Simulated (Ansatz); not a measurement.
# The cluster Ta3Se12: the relaxed shape and its frontier levels

Aim: characterise the cluster Ta3Se12 as a doublet: its structure, frontier levels and distribution of charge and spin.

The runs use Ansatz 0.2.0, Gaussian basis; UKS PBE0-D4/def2-SVP.

Plan: relaxation at PBE-D4/def2-SVP; a search for the lowest solution at PBE-D4/def2-SVP; a single point at PBE0-D4/def2-SVP.

**1. The system as given**

15 atoms, charge 0, spin multiplicity 2.

Atoms are counted from 1 here; the program's logs count them from 0.

Bond lengths: Ta1–Se4 2.385 Å, Ta1–Se5 2.737 Å, Ta1–Se7 3.051 Å, Ta1–Se8 2.414 Å, Ta1–Se9 2.898 Å, Ta2–Se9 2.647 Å, Ta2–Se10 3.426 Å, Ta2–Se12 2.655 Å, Ta2–Se13 2.698 Å, Ta3–Se6 2.633 Å, Ta3–Se7 3.376 Å, Ta3–Se10 3.042 Å, Ta3–Se11 3.394 Å, Ta3–Se14 2.369 Å, Ta3–Se15 2.204 Å, Se6–Se10 2.190 Å, Se7–Se9 2.198 Å, Se7–Se11 2.340 Å and more. Angles: Se4–Ta1–Se5 88.6°, Se4–Ta1–Se7 134.1°, Se4–Ta1–Se8 86.5°, Se4–Ta1–Se9 173.9°, Se5–Ta1–Se7 76.1°, Se5–Ta1–Se8 157.3°, Se5–Ta1–Se9 95.3°, Se7–Ta1–Se8 122.2°, Se7–Ta1–Se9 43.3°, Se8–Ta1–Se9 91.5°, Se9–Ta2–Se10 102.9°, Se9–Ta2–Se12 153.2°, Se9–Ta2–Se13 92.7°, Se10–Ta2–Se12 89.5°, Se10–Ta2–Se13 155.7°, Se12–Ta2–Se13 84.5°, Se6–Ta3–Se7 72.7°, Se6–Ta3–Se10 44.7° and more.

Ta takes a core potential in the def2 sets. No spin-orbit coupling is included.

The start is a GFN2-xTB geometry.

**2. Relaxation at PBE-D4/def2-SVP**

The input, in.yaml:

```yaml
crystal:
  periodic: [false, false, false]
  atoms:
    - {symbol: Ta, position_ang: [-2.501660, -0.888890, 0.169410]}
    - {symbol: Ta, position_ang: [0.125030, 2.520740, 0.014220]}
    - {symbol: Ta, position_ang: [2.617740, -1.216220, -0.048470]}
    - {symbol: Se, position_ang: [-3.539880, -2.291230, 1.795190]}
    - {symbol: Se, position_ang: [-3.623710, -2.438730, -1.788060]}
    - {symbol: Se, position_ang: [0.619020, -1.286670, 1.663520]}
    - {symbol: Se, position_ang: [-0.241480, -1.280790, -1.842290]}
    - {symbol: Se, position_ang: [-2.407200, 0.794430, 1.897790]}
    - {symbol: Se, position_ang: [-0.979800, 0.780270, -1.646870]}
    - {symbol: Se, position_ang: [1.709460, 0.506490, 2.287980]}
    - {symbol: Se, position_ang: [1.191390, 0.361190, -2.694200]}
    - {symbol: Se, position_ang: [0.024710, 4.455430, 1.829570]}
    - {symbol: Se, position_ang: [-0.070670, 4.536440, -1.768690]}
    - {symbol: Se, position_ang: [3.532740, -2.265600, 1.868550]}
    - {symbol: Se, position_ang: [3.544310, -2.286840, -1.737650]}
basis:
  gaussian: {orbitals: def2-SVP, fitting: {mean_field: def2-universal-jkfit}}
magnetization: {spin_polarized: true, initial_magnetization: 1}
hamiltonian: {xc: pbe, dispersion: d4}
scf: {lower_state_search: "off"}
output: {orbitals: {seedname: orbitals}}
relax: {f_tol: 0.03, max_steps: 70}
```

Command:

```sh
$ ansatz run in.yaml --threads 2 --pin off --events-out ev --progress --plain --max-ram 32768MiB --backend cuda --devices 0, --max-vram 18GiB
```

Further steps of the session: Searching for the lowest solution, PBE-D4/def2-SVP; Single point, PBE0-D4/def2-SVP.

Q: Predict the results of all the runs planned. Wanted: point group; commonest bond; HOMO, LUMO at PBE0-D4/def2-SVP; ⟨S²⟩; dipole at PBE-D4/def2-SVP.

**Answer**, as computed:

| quantity | value |
| --- | --- |
| point group | C1 |
| commonest bond | Se–Ta, 19 of mean length 2.678 Å |
| HOMO, LUMO at PBE0-D4/def2-SVP (over both spins) | -6.92, -5.11 eV |
| ⟨S²⟩ | 0.772 |
| dipole at PBE-D4/def2-SVP | 2.29 D |

In words: The relaxation broke 2 and made 7 bonds, so the end is another structure than the start. No usable vibrations, so a minimum isn't proven. Whether this spin is the lowest isn't tested here. The point group is read from a loosely relaxed geometry; soft torsions can leave it below the true symmetry.
